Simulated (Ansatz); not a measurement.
**AlClFHO: one species, many methods**

One table from this session's results is given with a row withheld; the runs are named, their logs left out.

Program: Ansatz 0.2.0, Gaussian basis. Level of theory: functionals in def2-TZVPP, the program's frozen cores in correlated methods. These are calculated values, not measurements.

Plan: LDA (SPW92), PBE-D4, revPBE-D4, BLYP-D4, r2SCAN-D4, B97M-V, PBE0-D4, B3LYP-D4, r2SCANh-D4, r2SCAN0-D4, HSE06-D4, BHLYP-D4, CAM-B3LYP-D4, LC-ωPBE, ωB97X-V, ωB97M-V, B2PLYP, PBE-QIDH; CCSD(T)/def2-SVP; CCSD(T)/def2-TZVPP; CCSD(T)/def2-QZVPP; extrapolation to the limit; RPA on PBE.

**Structure used throughout**

The geometry comes from an earlier relaxation with PBE0-D4 in a triple-zeta def2 set; it is a stationary point.

SMILES `[OH][Al]([F])[Cl]`, 5 atoms, charge 0, spin multiplicity 1.

Atoms are counted from 1 here; the program's logs count them from 0.

Bond lengths: O1–Al2 1.675 Å, O1–H5 0.956 Å, Al2–F3 1.634 Å, Al2–Cl4 2.076 Å. Angles: Al2–O1–H5 123.4°, O1–Al2–F3 118.3°, O1–Al2–Cl4 122.8°, F3–Al2–Cl4 118.8°.

Set-up of the first run:

The input, in.yaml:

```yaml
crystal:
  periodic: [false, false, false]
  atoms:
    - {symbol: O, position_ang: [0.455928, 1.205124, -0.026628]}
    - {symbol: Al, position_ang: [-0.053391, -0.362236, 0.275045]}
    - {symbol: F, position_ang: [0.081654, -0.942460, 1.796659]}
    - {symbol: Cl, position_ang: [-0.845260, -1.591143, -1.198745]}
    - {symbol: H, position_ang: [0.410968, 1.617015, -0.887831]}
basis:
  gaussian: {orbitals: def2-TZVPP}
hamiltonian: {xc: lda}
output: {orbitals: {seedname: orbitals}}
```

Started as:

```
> ansatz run in.yaml --threads 2 --pin off --events-out ev --progress --plain --max-ram 31744MiB --backend cpu
```

Steps of the session up to this table: LDA; PBE-D4 (GGA); revPBE-D4 (GGA); BLYP-D4 (GGA); r2SCAN-D4 (meta-GGA); B97M-V (meta-GGA); PBE0-D4 (hybrid); B3LYP-D4 (hybrid); r2SCANh-D4 (hybrid); r2SCAN0-D4 (hybrid); HSE06-D4 (hybrid); BHLYP-D4 (hybrid); CAM-B3LYP-D4 (range-separated); LC-ωPBE (range-separated); ωB97X-V (range-separated); ωB97M-V (range-separated); B2PLYP (double hybrid); PBE-QIDH (double hybrid).

One of the session's tables, all rows but one given; the rest of the session is left out.

It belongs to the step «Frontier levels by functional». 

```
  functional  HOMO (eV)  gap (eV)
 LDA (SPW92)      -8.23      6.05
      PBE-D4          ?         ?
   revPBE-D4      -7.98      6.24
     BLYP-D4      -7.89      6.02
   r2SCAN-D4      -8.43      7.04
      B97M-V      -8.50      6.82
     PBE0-D4      -9.57      8.55
    B3LYP-D4      -9.27      7.91
  r2SCANh-D4      -8.99      7.87
  r2SCAN0-D4      -9.83      9.10
    HSE06-D4      -9.16      7.77
    BHLYP-D4     -10.91     10.61
CAM-B3LYP-D4     -10.98     10.80
     LC-ωPBE     -12.43     13.61
     ωB97X-V     -12.03     12.99
     ωB97M-V     -11.87     12.50
```

Q: Estimate the row for PBE-D4 from the others.

**Answer.** HOMO (eV): -8.05; gap (eV): 6.16. In the column «HOMO (eV)» it lies between LDA (SPW92) (-8.23) and revPBE-D4 (-7.98).
